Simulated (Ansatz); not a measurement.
**C2H9NOSi: a ladder of functionals and wavefunction methods**

The task here is to estimate one member of a computed series from the others.

Program: Ansatz 0.2.0, Gaussian basis. Level of theory: functionals in def2-TZVPP, the program's frozen cores in correlated methods. These are calculated values, not measurements.

Levels to be run: LDA (SPW92), PBE-D4, revPBE-D4, BLYP-D4, r2SCAN-D4, B97M-V, PBE0-D4, B3LYP-D4, r2SCANh-D4, r2SCAN0-D4, HSE06-D4, BHLYP-D4, CAM-B3LYP-D4, LC-ωPBE, ωB97X-V, ωB97M-V, B2PLYP, PBE-QIDH; CCSD(T)/def2-SVP; CCSD(T)/def2-TZVPP; MP2/def2-QZVPP; extrapolation to the limit; RPA on PBE.

### The relaxed structure

The geometry comes from an earlier relaxation with PBE0-D4 in a triple-zeta def2 set; it is a stationary point, not always the lowest conformer.

14 atoms, charge 0, spin multiplicity 1.

Atoms are counted from 1 here; the program's logs count them from 0.

Bond lengths: C1–N2 1.450 Å, C1–H6 1.093 Å, C1–H7 1.092 Å, C1–H8 1.099 Å, N2–Si3 1.721 Å, N2–C4 1.432 Å, Si3–H9 1.486 Å, Si3–H10 1.494 Å, Si3–H11 1.487 Å, C4–O5 1.408 Å, C4–H12 1.098 Å, C4–H13 1.097 Å, O5–H14 0.962 Å. Angles: N2–C1–H6 110.3°, N2–C1–H7 110.3°, N2–C1–H8 112.2°, H6–C1–H7 107.9°, H6–C1–H8 108.1°, H7–C1–H8 108.0°, C1–N2–Si3 120.7°, C1–N2–C4 114.7°, Si3–N2–C4 121.9°, N2–Si3–H9 107.5°, N2–Si3–H10 114.9°, N2–Si3–H11 108.4°, H9–Si3–H10 108.0°, H9–Si3–H11 111.1°, H10–Si3–H11 107.1°, N2–C4–O5 112.9°, N2–C4–H12 108.5°, N2–C4–H13 111.7° and more.

Set-up of the first run:

File in.yaml:

```yaml
crystal:
  periodic: [false, false, false]
  atoms:
    - {symbol: C, position_ang: [-1.367119, 0.520473, 0.399762]}
    - {symbol: N, position_ang: [-0.073240, -0.035936, 0.054860]}
    - {symbol: Si, position_ang: [0.199199, -1.734497, 0.119446]}
    - {symbol: C, position_ang: [0.769671, 0.836756, -0.705507]}
    - {symbol: O, position_ang: [1.209891, 1.952321, 0.032608]}
    - {symbol: H, position_ang: [-1.244809, 1.497182, 0.874050]}
    - {symbol: H, position_ang: [-1.883461, -0.132717, 1.106418]}
    - {symbol: H, position_ang: [-2.012630, 0.646678, -0.480496]}
    - {symbol: H, position_ang: [1.667137, -1.954349, 0.043138]}
    - {symbol: H, position_ang: [-0.441998, -2.515760, -0.981250]}
    - {symbol: H, position_ang: [-0.352826, -2.250941, 1.399896]}
    - {symbol: H, position_ang: [1.620087, 0.255809, -1.085842]}
    - {symbol: H, position_ang: [0.237722, 1.267603, -1.563157]}
    - {symbol: H, position_ang: [1.659574, 1.618178, 0.814976]}
basis:
  gaussian: {orbitals: def2-TZVPP}
hamiltonian: {xc: lda}
output: {orbitals: {seedname: orbitals}}
```

The run is started by

```console
> ansatz run in.yaml --threads 4 --pin off --events-out ev --progress --plain --max-ram 10444MiB
```

Steps of the session up to this table: LDA; PBE-D4 (GGA); revPBE-D4 (GGA); BLYP-D4 (GGA); r2SCAN-D4 (meta-GGA); B97M-V (meta-GGA); B3LYP-D4 (hybrid); r2SCANh-D4 (hybrid); r2SCAN0-D4 (hybrid); HSE06-D4 (hybrid); BHLYP-D4 (hybrid); CAM-B3LYP-D4 (range-separated); LC-ωPBE (range-separated); ωB97X-V (range-separated); ωB97M-V (range-separated); B2PLYP (double hybrid); PBE-QIDH (double hybrid).

One table of the session follows, with a row left open; its other results are not shown here.

It belongs to the step «Frontier levels by functional». 

```
  functional  HOMO (eV)  LUMO (eV)  gap (eV)
 LDA (SPW92)      -5.62      -0.68      4.95
      PBE-D4      -5.51      -0.40      5.11
   revPBE-D4      -5.46      -0.28      5.18
     BLYP-D4      -5.41      -0.29      5.12
   r2SCAN-D4      -5.75       0.05      5.81
      B97M-V      -5.94      -0.28      5.67
     PBE0-D4      -6.82       0.44      7.26
    B3LYP-D4      -6.62       0.20      6.82
  r2SCANh-D4      -6.25       0.33      6.58
  r2SCAN0-D4      -7.00       0.72      7.72
    HSE06-D4      -6.42       0.06      6.49
    BHLYP-D4      -8.09       1.22      9.31
CAM-B3LYP-D4      -8.21       1.35      9.55
     LC-ωPBE      -9.53       2.55     12.08
     ωB97X-V      -9.21       2.38     11.59
     ωB97M-V          ?          ?         ?
```

Estimate the missing values for ωB97M-V.

As computed: HOMO (eV): -9.13; LUMO (eV): 2.02; gap (eV): 11.15. In the column «HOMO (eV)» it lies between ωB97X-V (-9.21) and CAM-B3LYP-D4 (-8.21).
